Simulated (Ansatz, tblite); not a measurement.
# As(OEt)3 (C6H15AsO3): rung by rung

The task here is to estimate one member of a computed series from the others.

The runs use Ansatz 0.2.0, Gaussian basis; as each input shows.

Levels to be run: GFN1-xTB, GFN2-xTB, PBE-D4/def2-TZVP, r2SCAN-D4/def2-TZVP, BHLYP-D4/def2-TZVP, BLYP-D4/def2-TZVP, PBE-D4/def2-SVP, PBE0-D4/def2-SVP, HF/STO-3G, MP2/def2-SVP.

1 further run of the same task is left out (set aside as unsound or not needed).

### The structure

The singlet was relaxed beforehand with r2SCAN-D4/def2-SVP.

25 atoms, charge 0, spin multiplicity 1.

Bond lengths: As1–O2 1.788 Å, As1–O10 1.788 Å, As1–O18 1.788 Å, O2–C3 1.425 Å, C3–C4 1.513 Å, C3–H5 1.107 Å, C3–H6 1.111 Å, C4–H7 1.101 Å, C4–H8 1.101 Å, C4–H9 1.101 Å, O10–C11 1.425 Å, C11–C12 1.513 Å, C11–H13 1.107 Å, C11–H14 1.111 Å, C12–H15 1.101 Å, C12–H16 1.101 Å, C12–H17 1.101 Å, O18–C19 1.425 Å and more. Angles: O2–As1–O10 95.0°, O2–As1–O18 95.0°, O10–As1–O18 95.0°, As1–O2–C3 118.1°, O2–C3–C4 108.1°, O2–C3–H5 109.9°, O2–C3–H6 110.9°, C4–C3–H5 110.4°, C4–C3–H6 110.2°, H5–C3–H6 107.4°, C3–C4–H7 110.8°, C3–C4–H8 110.4°, C3–C4–H9 110.1°, H7–C4–H8 108.6°, H7–C4–H9 108.7°, H8–C4–H9 108.2°, As1–O10–C11 118.1°, O10–C11–C12 108.1° and more.

As a file:

```
As    0.0044   -0.0040    1.0745
O     1.5049   -0.2553    0.1351
C     2.6055    0.6150    0.3824
C     3.7615    0.1688   -0.4864
H     2.3228    1.6584    0.1422
H     2.8978    0.5890    1.4537
H     4.6385    0.8170   -0.3323
H     4.0446   -0.8682   -0.2471
H     3.4751    0.2098   -1.5489
O    -0.5300    1.4204    0.1350
C    -1.8283    1.9472    0.3936
C    -2.0103    3.1860   -0.4559
H    -2.5981    1.1913    0.1440
H    -1.9471    2.1979    1.4690
H    -3.0066    3.6271   -0.2945
H    -1.2476    3.9396   -0.2056
H    -1.9056    2.9331   -1.5223
O    -0.9643   -1.1810    0.1401
C    -0.7719   -2.5681    0.4028
C    -1.7579   -3.3472   -0.4399
H     0.2663   -2.8589    0.1502
H    -0.9256   -2.7924    1.4797
H    -1.6425   -4.4300   -0.2747
H    -2.7906   -3.0611   -0.1868
H    -1.5951   -3.1345   -1.5079
```

PBE0-D4/def2-TZVP was run before; its log isn't repeated, and its numbers join the tables.

Set-up of the first run:

Tight binding, by tblite at 300 K electronic temperature and without a spin-polarisation term:

```python
tblite.interface.Calculator('GFN1-xTB', numbers, positions, charge=0, uhf=0).singlepoint()
```

Tight binding, by tblite at 300 K electronic temperature and without a spin-polarisation term:

```python
tblite.interface.Calculator('GFN2-xTB', numbers, positions, charge=0, uhf=0).singlepoint()
```

start.molden holds the orbitals of an earlier run on this state, given as this run's starting guess.

Contents of in.yaml:

```yaml
crystal:
  periodic: [false, false, false]
  atoms:
    - {symbol: As, position_ang: [0.004409, -0.003995, 1.074464]}
    - {symbol: O, position_ang: [1.504889, -0.255325, 0.135076]}
    - {symbol: C, position_ang: [2.605549, 0.615020, 0.382388]}
    - {symbol: C, position_ang: [3.761466, 0.168774, -0.486388]}
    - {symbol: H, position_ang: [2.322760, 1.658414, 0.142175]}
    - {symbol: H, position_ang: [2.897848, 0.589021, 1.453676]}
    - {symbol: H, position_ang: [4.638476, 0.816989, -0.332335]}
    - {symbol: H, position_ang: [4.044553, -0.868175, -0.247069]}
    - {symbol: H, position_ang: [3.475130, 0.209845, -1.548866]}
    - {symbol: O, position_ang: [-0.529957, 1.420382, 0.134966]}
    - {symbol: C, position_ang: [-1.828339, 1.947186, 0.393562]}
    - {symbol: C, position_ang: [-2.010334, 3.186013, -0.455885]}
    - {symbol: H, position_ang: [-2.598074, 1.191341, 0.144018]}
    - {symbol: H, position_ang: [-1.947090, 2.197881, 1.469000]}
    - {symbol: H, position_ang: [-3.006567, 3.627055, -0.294502]}
    - {symbol: H, position_ang: [-1.247566, 3.939620, -0.205650]}
    - {symbol: H, position_ang: [-1.905609, 2.933113, -1.522318]}
    - {symbol: O, position_ang: [-0.964347, -1.180984, 0.140140]}
    - {symbol: C, position_ang: [-0.771857, -2.568119, 0.402837]}
    - {symbol: C, position_ang: [-1.757893, -3.347212, -0.439900]}
    - {symbol: H, position_ang: [0.266337, -2.858851, 0.150234]}
    - {symbol: H, position_ang: [-0.925556, -2.792416, 1.479722]}
    - {symbol: H, position_ang: [-1.642508, -4.430004, -0.274748]}
    - {symbol: H, position_ang: [-2.790630, -3.061129, -0.186752]}
    - {symbol: H, position_ang: [-1.595070, -3.134454, -1.507854]}
basis:
  gaussian: {orbitals: def2-TZVP, initial_orbitals: start.molden}
hamiltonian: {xc: pbe, dispersion: d4}
scf: {omitted_lower_state_checks: [starts]}
output: {orbitals: {seedname: orbitals}}
```

Command:

```sh
$ ansatz run in.yaml --threads 4 --pin off --events-out ev --progress --plain --max-ram 6963MiB
```

Steps of the session up to this table: PBE-D4/def2-TZVP; r2SCAN-D4/def2-TZVP; BHLYP-D4/def2-TZVP; BLYP-D4/def2-TZVP; PBE-D4/def2-SVP; PBE0-D4/def2-SVP; HF/STO-3G; MP2/def2-SVP.

One table of the session follows, with a row left open; its other results are not shown here.

It belongs to the step «Binding energy». 

| level | binding an atom (eV) |
| --- | --- |
| HF/STO-3G | 3.443 |
| HF/def2-SVP | 2.910 |
| PBE-D4/def2-SVP | ? |
| PBE-D4/def2-TZVP | 4.107 |
| BLYP-D4/def2-TZVP | 4.019 |
| r2SCAN-D4/def2-TZVP | 4.022 |
| PBE0-D4/def2-SVP | 4.050 |
| PBE0-D4/def2-TZVP | 4.021 |
| BHLYP-D4/def2-TZVP | 3.884 |
| MP2/def2-SVP | 3.849 |

Q: Estimate the row for PBE-D4/def2-SVP from the others.

The run gave: binding an atom (eV): 4.137. In the column «binding an atom (eV)» it is the highest.

Limits of these values: Free atoms were run apart at each level; binding is atoms less cluster, divided by the number of atoms, without zero-point or spin-orbit terms.
